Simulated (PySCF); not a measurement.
**KBe+: bond curves at several levels of theory**

One table from this session's results is given with a row withheld; the runs are named, their logs left out.

Program: PySCF 2.14.0. Level of theory: K pcseg-2, Be pcseg-2, no relativity. These are calculated values, not measurements.

Set-up of the first run:

The job is set up so:

| Property | Result |
| --- | --- |
| atoms | K, Be |
| charge | 1 |
| basis | K pcseg-2, Be pcseg-2 |
| Hamiltonian | no relativity |
| basis functions | 48 |
| electrons treated | 22 |
| masses in u | 38.9637, 9.0122 |
| levels | PBE0, PBE, r²SCAN, BHandHLYP, TPSS, TPSSh, HSE06, HF, MP2, SCS-MP2, CCSD, CCSD(T) |
| grid | 80 radial by 434 angular points |
| occupations | held fixed by the projection of orbital angular momentum |
| dissociation limit | K+ + Be, each in its ground configuration |
| starting distance in angstrom | 3.005 |
| values of 2S to try | 0, 2 |

Started as:

```sh
$ OMP_NUM_THREADS=1 python dia.py task.json out
```

Steps of the session up to this table: The job; The PBE0 curve of the state that the search chose; Other states along the same grid; PBE; r²SCAN; BHandHLYP (global hybrid GGA); TPSS (meta-GGA); TPSSh; HSE06 (range-separated hybrid); RHF; Adding correlation.

One table of the session follows, with a row left open; its other results are not shown here.

It belongs to the step «Constants by level of theory». 

```
      level  Re (Å)  ωe (cm⁻¹)  De (eV)
        RHF   3.692      115.6    0.178
    RHF-MP2   3.540      128.0    0.213
RHF-SCS-MP2       ?          ?        ?
   RHF-CCSD   3.590      116.4    0.169
RHF-CCSD(T)   3.569      118.8    0.174
        PBE   3.462      142.1    0.263
       TPSS   3.503      137.4    0.242
     r²SCAN   3.529      133.5    0.225
      TPSSh   3.505      136.8    0.237
       PBE0   3.474      140.5    0.246
      HSE06   3.475      140.6    0.249
  BHandHLYP   3.498      138.3    0.230
```

Estimate the missing values for RHF-SCS-MP2.

**Answer.** Re (Å): 3.565; ωe (cm⁻¹): 124.3; De (eV): 0.202. In the column «Re (Å)» it lies between RHF-MP2 (3.540) and RHF-CCSD(T) (3.569).

De is counted to K+ + Be in their ground configurations.

Caveats from the session: The bond is weak, and basis-set superposition, which was not computed, may be a sizeable part of it.
